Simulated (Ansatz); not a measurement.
**C10H7Cl: a ladder of functionals and wavefunction methods**

An exercise on one series of results from a longer session: the logs are not shown, and one member is left open.

Method: functionals in def2-TZVPP, the program's frozen cores in correlated methods; program: Ansatz 0.2.0, Gaussian basis.

Levels to be run: LDA (SPW92), PBE-D4, revPBE-D4, BLYP-D4, r2SCAN-D4, B97M-V, PBE0-D4, B3LYP-D4, r2SCANh-D4, r2SCAN0-D4, HSE06-D4, BHLYP-D4, CAM-B3LYP-D4, LC-ωPBE, ωB97X-V, ωB97M-V, B2PLYP, PBE-QIDH; CCSD(T)/def2-SVP; CCSD(T)/def2-TZVPP; MP2/def2-QZVPP; extrapolation to the limit; RPA on PBE.

### Structure used throughout

The geometry comes from an earlier relaxation with PBE0-D4 in a triple-zeta def2 set; it is a stationary point, not always the lowest conformer.

18 atoms, charge 0, spin multiplicity 1.

Atoms are counted from 1 here; the program's logs count them from 0.

Bond lengths: Cl1–C2 1.728 Å, C2–C3 1.407 Å, C2–C11 1.365 Å, C3–C4 1.366 Å, C3–H12 1.082 Å, C4–C5 1.412 Å, C4–H13 1.085 Å, C5–C6 1.411 Å, C5–C10 1.421 Å, C6–C7 1.367 Å, C6–H14 1.085 Å, C7–C8 1.408 Å, C7–H15 1.084 Å, C8–C9 1.367 Å, C8–H16 1.084 Å, C9–C10 1.412 Å, C9–H17 1.085 Å, C10–C11 1.411 Å and more. Angles: Cl1–C2–C3 118.5°, Cl1–C2–C11 120.0°, C3–C2–C11 121.5°, C2–C3–C4 119.4°, C2–C3–H12 119.4°, C4–C3–H12 121.3°, C3–C4–C5 121.2°, C3–C4–H13 119.9°, C5–C4–H13 118.9°, C4–C5–C6 122.2°, C4–C5–C10 118.8°, C6–C5–C10 119.0°, C5–C6–C7 120.7°, C5–C6–H14 118.8°, C7–C6–H14 120.5°, C6–C7–C8 120.2°, C6–C7–H15 120.1°, C8–C7–H15 119.7° and more.

Set-up of the first run:

in.yaml reads:

```yaml
crystal:
  periodic: [false, false, false]
  atoms:
    - {symbol: Cl, position_ang: [2.903405, -2.976797, -0.266129]}
    - {symbol: C, position_ang: [1.830429, -1.623108, -0.304186]}
    - {symbol: C, position_ang: [2.165736, -0.523254, -1.115425]}
    - {symbol: C, position_ang: [1.330388, 0.556194, -1.158856]}
    - {symbol: C, position_ang: [0.137314, 0.588424, -0.404984]}
    - {symbol: C, position_ang: [-0.740942, 1.692223, -0.433798]}
    - {symbol: C, position_ang: [-1.889086, 1.691372, 0.308953]}
    - {symbol: C, position_ang: [-2.210481, 0.583156, 1.115715]}
    - {symbol: C, position_ang: [-1.379623, -0.501642, 1.164889]}
    - {symbol: C, position_ang: [-0.187200, -0.530000, 0.409303]}
    - {symbol: C, position_ang: [0.687369, -1.636783, 0.442144]}
    - {symbol: H, position_ang: [3.080791, -0.548850, -1.693125]}
    - {symbol: H, position_ang: [1.580711, 1.408497, -1.781358]}
    - {symbol: H, position_ang: [-0.488819, 2.543667, -1.057020]}
    - {symbol: H, position_ang: [-2.556649, 2.544620, 0.279375]}
    - {symbol: H, position_ang: [-3.123178, 0.593323, 1.700294]}
    - {symbol: H, position_ang: [-1.625669, -1.356253, 1.785902]}
    - {symbol: H, position_ang: [0.448003, -2.493790, 1.060106]}
basis:
  gaussian: {orbitals: def2-TZVPP}
hamiltonian: {xc: lda}
output: {orbitals: {seedname: orbitals}}
```

Started as:

```bash
$ ansatz run in.yaml --threads 4 --pin off --events-out ev --progress --plain --max-ram 66560MiB --backend cuda --devices 0, --max-vram 37GiB
```

Among the steps run: LDA; PBE-D4 (GGA); revPBE-D4 (GGA); BLYP-D4 (GGA); r2SCAN-D4 (meta-GGA); B97M-V (meta-GGA); PBE0-D4 (hybrid); B3LYP-D4 (hybrid); r2SCANh-D4 (hybrid); r2SCAN0-D4 (hybrid); HSE06-D4 (hybrid); BHLYP-D4 (hybrid); CAM-B3LYP-D4 (range-separated); LC-ωPBE (range-separated); ωB97X-V (range-separated); ωB97M-V (range-separated); B2PLYP (double hybrid); PBE-QIDH (double hybrid).

One of the session's tables, all rows but one given; the rest of the session is left out.

It belongs to the step «Orbital energies across the functionals». 

| functional | HOMO (eV) | LUMO (eV) | gap (eV) |
| --- | --- | --- | --- |
| LDA (SPW92) | ? | ? | ? |
| PBE-D4 | -5.61 | -2.23 | 3.38 |
| revPBE-D4 | -5.54 | -2.14 | 3.40 |
| BLYP-D4 | -5.41 | -2.05 | 3.37 |
| r2SCAN-D4 | -5.76 | -2.13 | 3.63 |
| B97M-V | -5.72 | -2.03 | 3.69 |
| PBE0-D4 | -6.50 | -1.43 | 5.07 |
| B3LYP-D4 | -6.29 | -1.58 | 4.72 |
| r2SCANh-D4 | -6.10 | -1.83 | 4.27 |
| r2SCAN0-D4 | -6.61 | -1.38 | 5.22 |
| HSE06-D4 | -6.12 | -1.80 | 4.32 |
| BHLYP-D4 | -7.19 | -0.44 | 6.74 |
| CAM-B3LYP-D4 | -7.60 | -0.40 | 7.21 |
| LC-ωPBE | -8.82 | 0.52 | 9.34 |
| ωB97X-V | -8.49 | 0.54 | 9.02 |
| ωB97M-V | -8.41 | 0.49 | 8.90 |

Estimate the missing values for LDA (SPW92).

As computed: HOMO (eV): -5.83; LUMO (eV): -2.48; gap (eV): 3.35. In the column «HOMO (eV)» it lies between r2SCANh-D4 (-6.10) and r2SCAN-D4 (-5.76).
